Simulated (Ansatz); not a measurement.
**C₃H₁₁NSn: up Jacob's ladder to CCSD(T)**

An exercise on one series of results from a longer session: the logs are not shown, and one member is left open.

The runs use Ansatz 0.2.0, Gaussian basis; functionals in def2-TZVPP, the program's frozen cores in correlated methods.

Levels to be run: LDA (SPW92), PBE-D4, revPBE-D4, BLYP-D4, r2SCAN-D4, B97M-V, PBE0-D4, B3LYP-D4, r2SCANh-D4, r2SCAN0-D4, HSE06-D4, BHLYP-D4, CAM-B3LYP-D4, LC-ωPBE, ωB97X-V, ωB97M-V, B2PLYP, PBE-QIDH; CCSD(T)/def2-SVP; MP2/def2-TZVPP; MP2/def2-QZVPP; RPA on PBE.

## The relaxed structure

The geometry comes from an earlier relaxation with PBE0-D4 in a triple-zeta def2 set; it is a stationary point, not always the lowest conformer. Sn takes the def2 core potential; no spin-orbit term is included.

16 atoms, charge 0, spin multiplicity 1.

Atoms are counted from 1 here; the program's logs count them from 0.

Bond lengths: C1–C2 1.525 Å, C1–H6 1.095 Å, C1–H7 1.093 Å, C1–H8 1.094 Å, C2–C3 1.521 Å, C2–N4 1.457 Å, C2–H9 1.098 Å, C3–H10 1.095 Å, C3–H11 1.093 Å, C3–H12 1.091 Å, N4–Sn5 2.026 Å, N4–H13 1.013 Å, Sn5–H14 1.706 Å, Sn5–H15 1.718 Å, Sn5–H16 1.705 Å. Angles: C2–C1–H6 110.2°, C2–C1–H7 111.3°, C2–C1–H8 111.6°, H6–C1–H7 107.8°, H6–C1–H8 107.9°, H7–C1–H8 107.9°, C1–C2–C3 110.8°, C1–C2–N4 114.0°, C1–C2–H9 108.0°, C3–C2–N4 109.3°, C3–C2–H9 107.7°, N4–C2–H9 106.7°, C2–C3–H10 110.2°, C2–C3–H11 111.4°, C2–C3–H12 110.5°, H10–C3–H11 107.7°, H10–C3–H12 108.0°, H11–C3–H12 108.9° and more.

The first run:

Contents of in.yaml:

```yaml
crystal:
  periodic: [false, false, false]
  atoms:
    - {symbol: C, position_ang: [0.415055, 0.468665, -1.437688]}
    - {symbol: C, position_ang: [0.488093, -0.368993, -0.165559]}
    - {symbol: C, position_ang: [1.932142, -0.569329, 0.268357]}
    - {symbol: N, position_ang: [-0.278437, 0.174934, 0.947155]}
    - {symbol: Sn, position_ang: [-2.303313, 0.109934, 0.923426]}
    - {symbol: H, position_ang: [0.835023, 1.464080, -1.260019]}
    - {symbol: H, position_ang: [-0.618265, 0.597272, -1.770496]}
    - {symbol: H, position_ang: [0.977455, 0.008087, -2.254819]}
    - {symbol: H, position_ang: [0.065433, -1.358581, -0.386060]}
    - {symbol: H, position_ang: [2.392380, 0.394932, 0.509286]}
    - {symbol: H, position_ang: [2.525775, -1.031613, -0.524486]}
    - {symbol: H, position_ang: [1.980222, -1.198572, 1.158243]}
    - {symbol: H, position_ang: [0.088916, 1.077203, 1.226013]}
    - {symbol: H, position_ang: [-2.696592, -1.541570, 0.755356]}
    - {symbol: H, position_ang: [-3.018793, 0.996089, -0.363151]}
    - {symbol: H, position_ang: [-2.807995, 0.754866, 2.418643]}
basis:
  gaussian: {orbitals: def2-TZVPP}
hamiltonian: {xc: lda}
output: {orbitals: {seedname: orbitals}}
```

Command:

```bash
$ ansatz run in.yaml --threads 4 --pin off --events-out ev --progress --plain --max-ram 11315MiB
```

Among the steps run: LDA; PBE-D4 (GGA); revPBE-D4 (GGA); BLYP-D4 (GGA); r2SCAN-D4 (meta-GGA); B97M-V (meta-GGA); B3LYP-D4 (hybrid); r2SCANh-D4 (hybrid); r2SCAN0-D4 (hybrid); HSE06-D4 (hybrid); BHLYP-D4 (hybrid); CAM-B3LYP-D4 (range-separated); LC-ωPBE (range-separated); ωB97X-V (range-separated); ωB97M-V (range-separated); B2PLYP (double hybrid); PBE-QIDH (double hybrid).

One of the session's tables, all rows but one given; the rest of the session is left out.

It belongs to the step «Orbital energies across the functionals». 

| functional | HOMO (eV) | gap (eV) |
| --- | --- | --- |
| LDA (SPW92) | -5.27 | 4.31 |
| PBE-D4 | -5.14 | 4.40 |
| revPBE-D4 | -5.08 | 4.44 |
| BLYP-D4 | -5.03 | 4.35 |
| r2SCAN-D4 | -5.39 | 5.05 |
| B97M-V | -5.57 | 4.93 |
| PBE0-D4 | -6.47 | 6.50 |
| B3LYP-D4 | -6.25 | 6.03 |
| r2SCANh-D4 | -5.89 | 5.81 |
| r2SCAN0-D4 | -6.65 | 6.94 |
| HSE06-D4 | -6.07 | 5.74 |
| BHLYP-D4 | -7.74 | 8.45 |
| CAM-B3LYP-D4 | ? | ? |
| LC-ωPBE | -9.19 | 11.14 |
| ωB97X-V | -8.87 | 10.66 |
| ωB97M-V | -8.79 | 10.21 |

**Question.** Estimate the row for CAM-B3LYP-D4.

The run gave: HOMO (eV): -7.85; gap (eV): 8.70. In the column «HOMO (eV)» it lies between ωB97M-V (-8.79) and BHLYP-D4 (-7.74).
